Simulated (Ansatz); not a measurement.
# NiSb: further runs on the relaxed cell

An exercise on one series of results from a longer session: the logs are not shown, and one member is left open.

Program: Ansatz 0.2.0. Level of theory: DFT PBEsol, scalar-relativistic, plane waves, PAW. These are calculated values, not measurements.

1 further run of the same task is left out (set aside as unsound or not needed).

### Starting point

It takes space group P6_3/mmc (No. 194, hexagonal). Conventional cell: a = 3.916 Å, b = 3.916 Å, c = 5.070 Å, α = 90.00°, β = 90.00°, γ = 120.00°. Ni (site symmetry -3m) has 2 Ni at 2.54 Å and 6 Sb at 2.59 Å as nearest neighbours. Around Sb (site symmetry -6m2) lie 6 Ni at 2.59 Å.

Structure file:

```cif
data_structure
_symmetry_space_group_name_H-M 'P6_3/mmc'
_symmetry_Int_Tables_number 194
_cell_length_a 3.9160
_cell_length_b 3.9160
_cell_length_c 5.0703
_cell_angle_alpha 90.000
_cell_angle_beta 90.000
_cell_angle_gamma 120.000
_cell_volume 67.34
loop_
_atom_site_label
_atom_site_type_symbol
_atom_site_symmetry_multiplicity
_atom_site_Wyckoff_symbol
_atom_site_fract_x
_atom_site_fract_y
_atom_site_fract_z
_atom_site_occupancy
Ni1 Ni 2 a 0.00000 0.00000 0.00000 1
Sb1 Sb 2 c 0.33333 0.66667 0.25000 1
```

This cell was relaxed beforehand with the same method: volume 16.83 Å³/atom, gap on the mesh none (metal).

The first run:

input.yaml reads:

```yaml
crystal:
  lattice:
    - [3.9160067698, 0.0, 0.0]
    - [-1.9580033849, 3.391361344, 0.0]
    - [0.0, 0.0, 5.070267223]
  atoms:
    - { symbol: Ni, position: [0.0, 0.0, 0.0] }
    - { symbol: Ni, position: [0.0, 0.0, 0.5] }
    - { symbol: Sb, position: [0.3333333333, 0.6666666667, 0.25] }
    - { symbol: Sb, position: [0.6666666667, 0.3333333333, 0.75] }
basis:
  ecutwfc: 420
kpoints:
  mp_grid: { grid: [12, 12, 8] }
  band_path:
    path:
      - [[0.0, 0.0, 0.0], [0.5, 0.0, 0.0], [0.33333333, 0.33333333, 0.0], [0.0, 0.0, 0.0], [0.0, 0.0, 0.5], [0.5, 0.0, 0.5], [0.33333333, 0.33333333, 0.5], [0.0, 0.0, 0.5]]
      - [[0.5, 0.0, 0.5], [0.5, 0.0, 0.0]]
      - [[0.33333333, 0.33333333, 0.5], [0.33333333, 0.33333333, 0.0]]
    npoints: 14
hamiltonian:
  xc: pbesol
scf:
  occupations: { method: gaussian, width: 0.1 }
  n_extra_bands: 10
output:
  forces: true
  stress: true
  eigenvalues: true
  populations: true
  dos: { projected: true, de: 0.02, nscf_kmesh: { grid: [18, 18, 12] } }
  bader: true
  write_density: true
  write_potential: true
  elf: true
  volumetric_format: npy
```

Run with:

```
ansatz run input.yaml --threads 1 --pin off --max-ram 2560MiB --backend cpu --events-out ev --progress --plain --runs-dir out
```

Among the steps run: Bands, states and charges; Back to the database's cell; Volume × 0.97; The cell scaled to 1.03 of its volume; Volume × 0.94; The cell scaled to 1.06 of its volume; The cell scaled to 0.91 of its volume; Point at V/V0 = 1.10; Point at V/V0 = 0.88.

One table of the session follows, with a row left open; its other results are not shown here.

It belongs to the step «Equation of state». 

| volume (Å³/atom) | energy above the lowest point (meV/atom) | pressure (GPa) |
| --- | --- | --- |
| 14.814 | 127.1 | 22.79 |
| 15.319 | ? | ? |
| 15.824 | 28.1 | 9.43 |
| 16.329 | 6.6 | 4.30 |
| 16.834 | 0.0 | 0.00 |
| 17.339 | 5.9 | -3.59 |
| 17.844 | 22.2 | -6.59 |
| 18.517 | 57.1 | -9.81 |

Estimate the missing values for volume (Å³/atom) = 15.319.

Worked estimate for «energy above the lowest point (meV/atom)». A straight line through the neighbours (14.814, 127.1) and (15.824, 28.1) gives 127.1 + (28.1 − 127.1) × (15.319 − 14.814) / (15.824 − 14.814) = 77.6; a parabola fitted to 3 rows on both sides gives 68.3.

**Answer.** energy above the lowest point (meV/atom): 67.1; pressure (GPa): 15.52. In «energy above the lowest point (meV/atom)» the line misses by +10.5 and the parabola by +1.2.

Caveats from the session: The final runs have no spin polarisation, so no magnetic state was tried and one may lie lower.
